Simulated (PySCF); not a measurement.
# SrTe: the SCF solver's settings

Do solver options change the result for SrTe, or only the number of cycles?

Program: PySCF 2.14.0. Level of theory: method and basis as typed in the scripts. These are calculated values, not measurements.

3 further runs of the same task are left out: 2 for a known fault of the program, 1 that didn't finish.

**1. The starting structure**

SrTe: 2 atoms, charge 0, spin multiplicity 1.

Bond lengths: Sr1–Te2 2.818 Å.

**2. Base script**

Contents of input.py:

```python
from pyscf import gto, scf

mol = gto.M(
    atom='Sr 0 0 0; Te 0 0 2.818',
    basis='lanl2dz',
    ecp={'Sr': 'lanl2dz', 'Te': 'lanl2dz'},
    charge=0,
    spin=0,
    symmetry=True,
    verbose=4,
)
mf = scf.RHF(mol)
mf.kernel()
mf.mulliken_pop()
mf.dip_moment()
print('orbital energies (hartree):', mf.mo_energy[..., max(0, mol.nelec[1]-3):mol.nelec[0]+3].round(4))
```

The run is started by

```sh
$ OMP_NUM_THREADS=1 python input.py
```

Its log is not repeated here.

Base result: E(SCF) = -37.928898 Eh, 10 cycles, μ = 12.90 D.

The bond length is a typed value, not an optimised one.

**3. Level shift 0.1 hartree**

Variant 1 changes level shift: none → 0.1 hartree.

Contents of input.py:

```python
from pyscf import gto, scf

mol = gto.M(
    atom='Sr 0 0 0; Te 0 0 2.818',
    basis='lanl2dz',
    ecp={'Sr': 'lanl2dz', 'Te': 'lanl2dz'},
    charge=0,
    spin=0,
    symmetry=True,
    verbose=4,
)
mf = scf.RHF(mol)
mf.level_shift = 0.1
mf.kernel()
mf.mulliken_pop()
mf.dip_moment()
print('orbital energies (hartree):', mf.mo_energy[..., max(0, mol.nelec[1]-3):mol.nelec[0]+3].round(4))
```

The run is started by

```sh
$ OMP_NUM_THREADS=1 python input.py
```

**4. Smearing width 0.01 hartree**

Variant 2 changes smearing width: none → 0.01 hartree.

input.py: that of step 2 with these lines changed.

```diff
@@ -12,2 +12,3 @@
 mf = scf.RHF(mol)
+mf = scf.addons.smearing_(mf, sigma=0.01, method='fermi')
 mf.kernel()
```

**5. Second-order solver on**

Variant 3 changes second-order solver: off → on.

input.py: that of step 2 with these lines changed.

```diff
@@ -12,2 +12,3 @@
 mf = scf.RHF(mol)
+mf = mf.newton()
 mf.kernel()
```

**6. DIIS space off**

Variant 4 changes DIIS space: default → off.

input.py: that of step 2 with these lines changed.

```diff
@@ -12,2 +12,3 @@
 mf = scf.RHF(mol)
+mf.diis = False
 mf.kernel()
```

What does the calculation give? Wanted: for each run, E(SCF); from base; gap; SCF dipole.

As calculated:

```csv
run,E(SCF) (hartree),from base (eV),cycles,gap (eV),SCF dipole (D)
base,-37.928898,0,10,5.22,12.90
level shift 0.1 hartree,-37.928898,0.0000,13,5.22,12.90
smearing width 0.01 hartree,-37.928853,+0.0012,12,n/a,12.90
second-order solver on,-37.928898,0.0000,4 macro,5.22,12.90
DIIS space off,-37.928898,0.0000,26,5.22,12.90
```

Distance from each run's final energy (log10 hartree) by cycle:

```csv
run,cycle 1,cycle 2,cycle 3,cycle 5,cycle 8,cycle 12
base,-0.8,-1.0,-1.9,-3.8,-7.4,done
level shift 0.1 hartree,-0.7,-1.9,-2.8,-3.9,-5.8,-9.5
smearing width 0.01 hartree,-0.7,-0.9,-1.8,-3.7,-6.5,< -11
second-order solver on,-2.1,-4.7,< -11,done,done,done
DIIS space off,-0.8,-1.0,-1.4,-1.9,-2.9,-4.3
```

**Reading.** With level shift 0.1 hartree or second-order solver on or DIIS space off the SCF ends at the base energy. The base needs 10 cycles and the run with DIIS space off needs 26.
